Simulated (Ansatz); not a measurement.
# AlH3O2S + H2: a complex and its separated parts

The complex below is one end of an elementary step. How strongly is it bound against its free parts?

Program: Ansatz 0.2.0, Gaussian basis. Level of theory: PBE0-D4/def2-TZVP structures, single points in def2-TZVPP, no counterpoise correction. These are calculated values, not measurements.

Levels: SPW92, PBE-D4, BLYP-D4, r2SCAN-D4, B97M-V, PBE0-D4, B3LYP-D4, r2SCAN0-D4, BHLYP-D4, CAM-B3LYP-D4, wB97X-V, wB97M-V, B2PLYP, PBE-QIDH, RPA on PBE, Hartree-Fock, MP2, CCSD, CCSD(T).

Correlated methods freeze the cores. B3LYP uses VWN-RPA correlation. B2PLYP carries no dispersion term here.

94 further runs of the same task are left out: 94 set aside as unsound or not needed.

**1. Starting geometry**

The complex: 9 atoms, charge 0, spin multiplicity 1.

Atoms are counted from 1 here; the program's logs count them from 0.

Bond lengths: Al1–O3 1.689 Å, Al1–O4 1.692 Å, Al1–S6 2.177 Å, H2–H5 0.751 Å, O3–H7 0.956 Å, O4–H8 0.955 Å, S6–H9 1.345 Å. Angles: O3–Al1–O4 120.6°, O3–Al1–S6 117.4°, O4–Al1–S6 121.7°, Al1–O3–H7 122.9°, Al1–O4–H8 124.5°, Al1–S6–H9 91.7°.

Geometry (Å):

```
Al    0.1019   -0.3595    0.3049
H    -0.7704    1.7907   -0.5893
O    -0.8357   -1.3395   -0.7015
O    -0.5725    0.3552    1.6821
H    -0.4356    1.5660   -1.2234
S     2.2323   -0.2304   -0.1250
H    -1.7640   -1.5050   -0.5463
H    -0.0698    0.7980    2.3626
H     2.1136   -1.0758   -1.1640
```

Its parts: AlH3O2S holds atoms 1, 3, 4, 6, 7, 8, 9; H2 holds atoms 2, 5. Each part counts its atoms afresh in its own runs.

**2. Relaxing AlH3O2S alone**

relax-a/in.yaml reads:

```yaml
crystal:
  periodic: [false, false, false]
  atoms:
    - {symbol: Al, position_ang: [0.101949, -0.359460, 0.304857]}
    - {symbol: O, position_ang: [-0.835659, -1.339464, -0.701496]}
    - {symbol: O, position_ang: [-0.572493, 0.355238, 1.682096]}
    - {symbol: S, position_ang: [2.232282, -0.230364, -0.125029]}
    - {symbol: H, position_ang: [-1.764019, -1.505011, -0.546256]}
    - {symbol: H, position_ang: [-0.069785, 0.798024, 2.362615]}
    - {symbol: H, position_ang: [2.113648, -1.075789, -1.164028]}
basis:
  gaussian: {orbitals: def2-TZVP}
hamiltonian: {xc: pbe0, dispersion: d4}
relax: {f_tol: 0.005, max_steps: 200}
```

On the command line:

```
> ansatz run in.yaml --threads 4 --pin off --events-out ev --progress --plain --max-ram 9574MiB
```

After this run come: Relaxing H2 alone; SPW92/def2-TZVPP; PBE-D4/def2-TZVPP; BLYP-D4/def2-TZVPP; r2SCAN-D4/def2-TZVPP; B97M-V/def2-TZVPP; PBE0-D4/def2-TZVPP; B3LYP-D4/def2-TZVPP; r2SCAN0-D4/def2-TZVPP; BHLYP-D4/def2-TZVPP; CAM-B3LYP-D4/def2-TZVPP; wB97X-V/def2-TZVPP; wB97M-V/def2-TZVPP; B2PLYP/def2-TZVPP; PBE-QIDH/def2-TZVPP; RPA on PBE/def2-TZVPP; CCSD(T)/def2-TZVPP; Vibrations of AlH3O2S; Vibrations of H2.

Before running it: what results should come out? Wanted: complex less parts, CCSD(T)/def2-TZVPP; with zero-point energy; largest T1 diagnostic.

**Answer**, as computed:

```
                              quantity           value
complex less parts, CCSD(T)/def2-TZVPP  -0.78 kcal/mol
                with zero-point energy  +0.77 kcal/mol
                 largest T1 diagnostic           0.012
```

**Reading.** At CCSD(T) the complex lies 0.78 kcal/mol below its parts. B3LYP-D4 is the best functional here (-0.04 kcal/mol from CCSD(T)); SPW92 is the worst (-3.11 kcal/mol). Mean unsigned error by rung: LDA 3.11, GGA 0.60, meta-GGA 0.36, hybrid 0.52, range-separated hybrid 0.59, double hybrid 0.52 kcal/mol. PBE-D4 gives a relative energy 0.84 kcal/mol too low, an error of 108 % of the reference. No counterpoise was applied, and triple zeta lacks some correlation, so the CCSD(T) reference has a basis error of its own, and close matches with it are partly luck.
